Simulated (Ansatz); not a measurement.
# SbH4F: Born-Oppenheimer dynamics

The task is to watch the atoms for 80 steps of 0.75 fs, started with velocities for 500 K and run at constant energy.

The runs use Ansatz 0.2.0, Gaussian basis; PBE0-D4/def2-SVP.

92 further runs of the same task are left out: 92 set aside as unsound or not needed.

## (1) The starting structure

The start, a pair relaxed at PBE0-D4: SMILES `F.[SbH3]`, 6 atoms, charge 0, spin multiplicity 1.

Atoms are counted from 1 here; the program's logs count them from 0.

Bond lengths: F1–H2 0.926 Å, Sb3–H4 1.717 Å, Sb3–H5 1.707 Å, Sb3–H6 1.708 Å. Angles: H4–Sb3–H5 90.9°, H4–Sb3–H6 90.9°, H5–Sb3–H6 91.2°.

Coordinates:

```mol
FH4Sb
  3D, bonds by distance, orders not assigned

  6  4  0  0  0  0  0  0  0  0999 V2000
   -0.2155    0.0323   -2.2627 F   0  0
   -0.2109    0.2430   -1.3610 H   0  0
    0.1287    0.1436    1.6014 Sb  0  0
   -0.3809    1.1294    0.2912 H   0  0
   -0.8068   -1.1611    1.0203 H   0  0
    1.4854   -0.3872    0.7109 H   0  0
  1  2  8  0
  3  4  8  0
  3  5  8  0
  3  6  8  0
M  END
```

## (2) The run

The input, md/in.yaml:

```yaml
crystal:
  periodic: [false, false, false]
  atoms:
    - {symbol: F, position_ang: [-0.215457, 0.032272, -2.262728]}
    - {symbol: H, position_ang: [-0.210868, 0.243044, -1.360988]}
    - {symbol: Sb, position_ang: [0.128668, 0.143614, 1.601388]}
    - {symbol: H, position_ang: [-0.380912, 1.129405, 0.291241]}
    - {symbol: H, position_ang: [-0.806768, -1.161116, 1.020309]}
    - {symbol: H, position_ang: [1.485436, -0.387219, 0.710879]}
basis:
  gaussian: {orbitals: def2-SVP}
hamiltonian: {xc: pbe0, dispersion: d4}
md: {n_steps: 80, timestep: 0.75, temperature: 500, ensemble: nve, seed: 186, initial_velocities: maxwell_boltzmann}
```

Command:

```
$ ansatz run in.yaml --threads 2 --pin off --events-out ev --progress --plain --max-ram 5222MiB
```

**Question.** What will these runs give? Wanted: temperature at the start; mean temperature, second half; lowest and highest potential energy, from the first frame; largest change of potential + kinetic.

The runs gave:

| quantity | value |
| --- | --- |
| length | 80 steps, 60.0 fs |
| temperature at the start | 500 K |
| mean temperature, second half | 240 K |
| lowest and highest potential energy, from the first frame | 0 and 200 meV |
| largest change of potential + kinetic | 3.4 meV |

What this shows: With no thermostat the total energy should stay fixed; it holds within 3.4 meV, small beside the kinetic energy, so the time step serves. The instant temperature ranges from 120 to 500 K, as energy passes between motion and strain. No bond breaks or forms, judged by distance.
